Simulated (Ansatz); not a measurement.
Crystal: LaPd2.

```
La Pd
1.0
    -2.00387    2.00387    4.47173
     2.00387   -2.00387    4.47173
     2.00387    2.00387   -4.47173
La Pd
1 2
Direct
  0.00000 0.00000 0.00000
  0.25000 0.75000 0.50000
  0.75000 0.25000 0.50000
```

The cell comes from a database or a generator and needn't be the stable form of this composition.

| Quantity | Value |
| --- | --- |
| Program | Ansatz 0.2.0 |
| Task | relaxation of cell and atoms |
| Functional | LDA |
| Potentials or basis | Ansatz PAW |
| Cutoff | 420 eV (not typed: the program's choice for these potentials) |
| k mesh | 9 × 9 × 9 |
| Occupations | fermi-dirac, width 0.05 eV |
| Spin | no spin polarisation |

At the start: volume 23.94 Å³/atom.

Task: How do energy, volume and symmetry change on relaxing?

Result: It ends after 6 steps and the volume is 21.77 Å³/atom (-9.1 %); space group I4/mmm (No. 139, to 0.05 Å).

Step by step:
```
step  energy change (eV)  largest force (eV/Å)  volume (Å³)
   1              0.0000                0.0000        71.83
   2             -0.1017                0.0000        61.85
   3             -0.1664                0.0000        65.97
   4             -0.1686                0.0000        65.35
   5             -0.1687                0.0000        65.32
   6             -0.1679                0.0000        65.32
```

Final structure:
```
La Pd
1.0
    -1.93403    1.93403    4.36607
     1.93403   -1.93403    4.36607
     1.93403    1.93403   -4.36607
La Pd
1 2
Direct
  0.00000 0.00000 0.00000
  0.25000 0.75000 0.50000
  0.75000 0.25000 0.50000
```

Caveat: the plane-wave basis is chosen anew once the cell has moved, so the energies of steps on either side of that aren't comparable; the PAW data sets come from PBE, with cores solved anew for the run's functional, which leaves a small shift of forces and pressure.
